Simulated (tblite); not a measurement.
# C6H12BO: the cost of one run

Computed with tblite 0.8.0 and PySCF 2.14.0, with density-fitted response routines of our own, on a single molecule in the gas phase. Atoms are numbered from 0 throughout.

### 1 The starting structure

20 atoms, charge 0, multiplicity 2; geometry from: force field or distance geometry start.

Bonds of the start (Å): C0–O1 1.40, O1–C2 1.40, C2–B3 1.60, B3–C4 1.60, C4–C5 1.54, C5–C6 1.50, C6–C7 1.52, C7–B3 1.61, C0–H8 1.11, C0–H9 1.09, C2–H10 1.12, C2–H11 1.09, C4–H12 1.09, C4–H13 1.09, C5–H14 1.13, C5–H15 1.08, C6–H16 1.12, C6–H17 1.10, C7–H18 1.10, C7–H19 1.09.

### 2 Geometry optimisation with GFN2-xTB

What the job is given:

```
{"job": {"kind": "relax", "xc": "GFN2-xTB", "basis": "xTB"}, "charge": 0, "multiplicity": 2}
C      3.158500     1.019100     0.428500
O      1.881400     0.596700     0.815500
C      1.472800    -0.352100    -0.125000
B      0.016000    -0.907500     0.215200
C     -1.032700    -1.127800    -0.973000
C     -1.634300     0.288400    -0.962600
C     -1.851000     0.631100     0.477100
C     -0.931400    -0.226100     1.324700
H      3.347500     0.871000    -0.652900
H      3.965000     0.533400     0.984400
H      1.430900     0.187700    -1.101000
H      2.126300    -1.222000    -0.126100
H     -0.546400    -1.226200    -1.940600
H     -1.783400    -1.890600    -0.741600
H     -0.828800     0.984000    -1.347200
H     -2.525400     0.261100    -1.567700
H     -1.495000     1.683600     0.637500
H     -2.915900     0.542100     0.744500
H     -1.536500    -0.968200     1.873900
H     -0.322700     0.333000     2.033400
```

On the command line:

```sh
OMP_NUM_THREADS=1 python probes_run.py task.json out
```

One launch serves the whole session: the jobs run in the order shown.

**Question.** How long does this first job take on 1 thread of AMD EPYC, shared host?

About 2 s.
